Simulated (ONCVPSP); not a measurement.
**Pseudopotential generation for arsenic: ONCV, PBE**

Do these settings give a usable potential? It is generated, then checked for transferability, scattering, ghosts and hardness.

The numbers are computed with ONCVPSP 4.0.1 (PBE, scalar-relativistic, spin-unpolarised reference atom).

## 1. Starting point

The settings as typed:

```
element                 : arsenic (As, Z = 33)
type                    : optimised norm-conserving Vanderbilt (ONCV)
frozen core             : [Ne]
valence charge          : 23
reference configuration : 3s2 3p6 3d10 4s1.75 4p3.25
partial waves           : 3s+4s: rc 1.05 bohr, ncon 4, nbas 8, qcut 14.5 1/bohr, 2 projectors; 3p+4p: rc 1.00 bohr, ncon 4, nbas 8, qcut 15.8 1/bohr, 2 projectors; 3d: rc 1.00 bohr, ncon 3, nbas 8, qcut 16.5 1/bohr, 3 projectors, debl 2.8 Ha; f scattering state at 0.21 Ha: rc 0.85 bohr, ncon 4, nbas 8, qcut 11.3 1/bohr, 2 projectors, debl 1 Ha
local potential         : polynomial inside 0.55 bohr (lpopt 5, dvloc0 3 Ha)
core correction         : polynomial model core, fcfact 0.7
```

An earlier all-electron run gives the scale for the radii.

All-electron outer shells of the reference configuration (PBE, scalar-relativistic, ld1.x):

```tsv
shell	level (eV)	outermost node (bohr)	outermost maximum (bohr)
2s	-1487.19	0.06	0.17
2p	-1304.08	–	0.14
3s	-190.74	0.25	0.52
3p	-134.11	0.22	0.52
3d	-41.07	–	0.47
4s	-14.72	0.73	1.61
4p	-5.36	0.78	1.97
```

## 2. Generation

As.dat

```
# ATOM AND REFERENCE CONFIGURATION
# atsym  z   nc   nv     iexc    psfile
  As 33.00    3    5        4      upf
#
#   n    l    f
    1    0    2.00
    2    0    2.00
    2    1    6.00
    3    0    2.00
    3    1    6.00
    3    2   10.00
    4    0    1.75
    4    1    3.25
#
# PSEUDOPOTENTIAL AND OPTIMIZATION
# lmax
    3
#
#   l,   rc,      ep,       ncon, nbas, qcut
    0    1.05    0.00    4    8   14.50
    1    1.00    0.00    4    8   15.80
    2    1.00    0.00    3    8   16.50
    3    0.85    0.21    4    8   11.30
#
# LOCAL POTENTIAL
# lloc, lpopt,  rc(5),   dvloc0
    4    5    0.55    3.00
#
# VANDERBILT-KLEINMAN-BYLANDER PROJECTORs
# l, nproj, debl
    0    2    0.70
    1    2    0.70
    2    3    2.80
    3    2    1.00
#
# MODEL CORE CHARGE
# icmod, fcfact, rcfact
    1    0.70    0.00
#
# LOG DERIVATIVE ANALYSIS
# epsh1, epsh2, depsh
   -9.00    5.00    0.04
#
# OUTPUT GRID
# rlmax, drl
    6.00    0.01
#
# TEST CONFIGURATIONS
# ncnf
    4
# nvcnf
#   n    l    f
    5
    3    0    2.00
    3    1    6.00
    3    2   10.00
    4    0    2.00
    4    1    3.00
#
    5
    3    0    2.00
    3    1    6.00
    3    2   10.00
    4    0    2.00
    4    1    2.00
#
    5
    3    0    2.00
    3    1    6.00
    3    2   10.00
    4    0    2.00
    4    1    1.00
#
    5
    3    0    2.00
    3    1    6.00
    3    2   10.00
    4    0    0.00
    4    1    5.00
#
```

Run with:

```console
$ oncvpsp.x < As.dat > As.out
```

Q: Predict the outcome of this session. Wanted: cutoffs for 1 and 0.1 mHa per electron, occupied waves; bound ghosts; GHOST(+) flags; largest test error; largest phase difference near zero energy, channels read; rms error of d²Exc/dn², without and with the model core.

The runs gave:

| quantity | value |
| --- | --- |
| cutoffs for 1 and 0.1 mHa per electron, occupied waves | 105 Ha and 117 Ha |
| bound ghosts | none found |
| GHOST(+) flags | f at 3112 eV |
| largest test error (AE − PS) | -2.3 meV, for 3s2 3p6 3d10 4s0 4p5 |
| largest phase difference near zero energy, channels read | 0.000 rad |
| rms error of d²Exc/dn², without and with the model core | 1.89 and 1.72 mHa |

What this shows: By total energies transferability is very good: the largest error is 2.3 meV on 16.7 eV, for 3s2 3p6 3d10 4s0 4p5. The potential is very hard: the looser tolerance needs 105 Ha. At the looser tolerance the 3d wave is the slowest; 3p needs 70 Ha. The program's ghost test flags no bound state. Near zero energy the phases of the channels with partial waves agree within 0.001 rad. The program also flags highly localised states, GHOST(+) (f). All of this concerns the isolated atom, not yet a solid.
